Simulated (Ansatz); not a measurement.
Crystal: NiMoIrPdW.

```
Ni Mo Pd Ir W
1.0
     4.11705    0.00000    0.00000
    -2.05853    3.56547    0.00000
     0.00000    0.00000    5.44580
Ni Mo Pd Ir W
1 1 1 1 1
Direct
  0.00000 0.00000 0.95775
  0.66667 0.33333 0.96161
  0.66667 0.33333 0.46295
  0.33333 0.66667 0.72572
  0.33333 0.66667 0.23642
```

The cell was built by a generator and needn't be a form met in nature.

Program: Ansatz 0.2.0. Alike in all runs: task band structure; potentials or basis Ansatz PAW; spin collinear, ferromagnetic start; cell as given; k mesh 8 × 8 × 5; cutoff (eV) 420; smearing fermi-dirac 0.05 eV.

Order these runs on this cell by their pressure, lowest first.
A. level revPBE
B. level LDA
C. level PBEsol

B (-12.9 GPa), C (-8.1 GPa), A (2.6 GPa).

Caveats: the PAW data sets come from PBE, with cores solved anew for the run's functional, which leaves a small shift of forces and pressure; the starting moments weren't kept.

Runs at the PBE level aren't shown here.
